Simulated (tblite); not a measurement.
# C5H9GeSi: the cost of one run

Computed with tblite 0.8.0 and PySCF 2.14.0, with density-fitted response routines of our own, on a single molecule in the gas phase. Atoms are numbered from 0 throughout.

### Step 1. The molecule as given

16 atoms, charge 0, multiplicity 2; geometry from: force field or distance geometry start.

Bonds of the start (Å): C0–C1 1.22, C1–C2 1.43, C2–C3 1.33, C3–Ge4 1.94, Ge4–C5 1.95, C5–Si6 1.86, C0–H7 1.06, C3–H8 1.08, Ge4–H9 1.55, Ge4–H10 1.54, C5–H11 1.11, C5–H12 1.12, Si6–H13 1.47, Si6–H14 1.46, Si6–H15 1.48.

### Step 2. Geometry optimisation with GFN2-xTB

Job settings and geometry (Å):

```
{"job": {"kind": "relax", "xc": "GFN2-xTB", "basis": "xTB"}, "charge": 0, "multiplicity": 2}
C      3.094900    -0.061500    -0.556900
C      2.147200    -0.699700    -0.970200
C      1.046100    -1.479400    -1.441700
C     -0.059300    -1.705300    -0.732900
Ge    -0.316100    -1.057300     1.079900
C     -0.345800     0.890000     1.083400
Si    -1.709200     1.513100    -0.025500
H      3.911800     0.513400    -0.195600
H     -0.843000    -2.310600    -1.161700
H     -1.671000    -1.582900     1.622200
H      0.834600    -1.564200     1.974300
H      0.628100     1.276600     0.724300
H     -0.520600     1.249300     2.131400
H     -1.731300     2.978800     0.007200
H     -1.472400     1.062700    -1.396900
H     -3.001700     0.986000     0.464400
```

The run is started by

```console
> OMP_NUM_THREADS=1 python probes_run.py task.json out
```

One launch serves the whole session: the jobs run in the order shown.

Q: Estimate the wall time of this first job on 1 thread of Arm Neoverse V2, shared host.

About 1.2 s.
